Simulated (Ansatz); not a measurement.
# CH₅ClOSi: up Jacob's ladder to CCSD(T)

One table from this session's results is given with a row withheld; the runs are named, their logs left out.

Computed with Ansatz 0.2.0, Gaussian basis. Level: functionals in def2-TZVPP, the program's frozen cores in correlated methods.

Levels to be run: LDA (SPW92), PBE-D4, revPBE-D4, BLYP-D4, r2SCAN-D4, B97M-V, PBE0-D4, B3LYP-D4, r2SCANh-D4, r2SCAN0-D4, HSE06-D4, BHLYP-D4, CAM-B3LYP-D4, LC-ωPBE, ωB97X-V, ωB97M-V, B2PLYP, PBE-QIDH; CCSD(T)/def2-SVP; CCSD(T)/def2-TZVPP; MP2/def2-QZVPP; extrapolation to the limit; RPA on PBE.

## Structure used throughout

The geometry comes from an earlier relaxation with PBE0-D4 in a triple-zeta def2 set; it is a stationary point, not always the lowest conformer.

SMILES `C[SiH](O)Cl`, 9 atoms, charge 0, spin multiplicity 1.

Atoms are counted from 1 here; the program's logs count them from 0.

Bond lengths: C1–Si2 1.852 Å, C1–H5 1.092 Å, C1–H6 1.093 Å, C1–H7 1.093 Å, Si2–O3 1.636 Å, Si2–Cl4 2.066 Å, Si2–H8 1.477 Å, O3–H9 0.958 Å. Angles: Si2–C1–H5 110.4°, Si2–C1–H6 110.2°, Si2–C1–H7 111.1°, H5–C1–H6 108.5°, H5–C1–H7 108.0°, H6–C1–H7 108.5°, C1–Si2–O3 113.3°, C1–Si2–Cl4 107.5°, C1–Si2–H8 112.9°, O3–Si2–Cl4 109.8°, O3–Si2–H8 105.4°, Cl4–Si2–H8 107.8°, Si2–O3–H9 118.5°.

Coordinates:

```xyz
9
CH5ClOSi
C    -0.6415    0.9017   -0.4093
Si    0.0274   -0.6878    0.2661
O     1.3525   -0.4849    1.2046
Cl    0.4868   -1.9014   -1.3410
H    -1.5410    0.7164   -1.0009
H    -0.8971    1.5812    0.4078
H     0.0906    1.3942   -1.0541
H    -0.9453   -1.4081    1.1119
H     2.1561   -0.1577    0.7977
```

Set-up of the first run:

Contents of in.yaml:

```yaml
crystal:
  periodic: [false, false, false]
  atoms:
    - {symbol: C, position_ang: [-0.641459, 0.901711, -0.409340]}
    - {symbol: Si, position_ang: [0.027384, -0.687839, 0.266065]}
    - {symbol: O, position_ang: [1.352546, -0.484889, 1.204595]}
    - {symbol: Cl, position_ang: [0.486826, -1.901393, -1.340958]}
    - {symbol: H, position_ang: [-1.541036, 0.716423, -1.000898]}
    - {symbol: H, position_ang: [-0.897052, 1.581224, 0.407780]}
    - {symbol: H, position_ang: [0.090576, 1.394225, -1.054070]}
    - {symbol: H, position_ang: [-0.945308, -1.408080, 1.111939]}
    - {symbol: H, position_ang: [2.156123, -0.157683, 0.797685]}
basis:
  gaussian: {orbitals: def2-TZVPP}
hamiltonian: {xc: lda}
output: {orbitals: {seedname: orbitals}}
```

Among the steps run: LDA; PBE-D4 (GGA); revPBE-D4 (GGA); BLYP-D4 (GGA); r2SCAN-D4 (meta-GGA); B97M-V (meta-GGA); PBE0-D4 (hybrid); B3LYP-D4 (hybrid); r2SCANh-D4 (hybrid); r2SCAN0-D4 (hybrid); HSE06-D4 (hybrid); BHLYP-D4 (hybrid); CAM-B3LYP-D4 (range-separated); LC-ωPBE-D4 (range-separated; the results give it without D4); ωB97X-V (range-separated); ωB97M-V (range-separated); B2PLYP (double hybrid); PBE-QIDH (double hybrid).

One of the session's tables, all rows but one given; the rest of the session is left out.

It belongs to the step «Frontier levels by functional». 

| functional | HOMO (eV) | LUMO (eV) | gap (eV) |
| --- | --- | --- | --- |
| LDA (SPW92) | -7.33 | -0.47 | 6.86 |
| PBE-D4 | -7.23 | -0.28 | 6.95 |
| revPBE-D4 | -7.18 | -0.19 | 6.99 |
| BLYP-D4 | -7.12 | -0.27 | 6.84 |
| r2SCAN-D4 | -7.57 | 0.31 | 7.88 |
| B97M-V | ? | ? | ? |
| PBE0-D4 | -8.62 | 0.61 | 9.22 |
| B3LYP-D4 | -8.39 | 0.27 | 8.66 |
| r2SCANh-D4 | -8.08 | 0.59 | 8.67 |
| r2SCAN0-D4 | -8.84 | 1.00 | 9.84 |
| HSE06-D4 | -8.21 | 0.24 | 8.45 |
| BHLYP-D4 | -9.91 | 1.30 | 11.21 |
| CAM-B3LYP-D4 | -10.01 | 1.43 | 11.44 |
| LC-ωPBE | -11.39 | 2.75 | 14.14 |
| ωB97X-V | -11.03 | 2.55 | 13.58 |
| ωB97M-V | -10.86 | 2.12 | 12.98 |

Q: Estimate the row for B97M-V from the others.

As computed: HOMO (eV): -7.67; LUMO (eV): -0.01; gap (eV): 7.66. In the column «HOMO (eV)» it lies between r2SCANh-D4 (-8.08) and r2SCAN-D4 (-7.57).
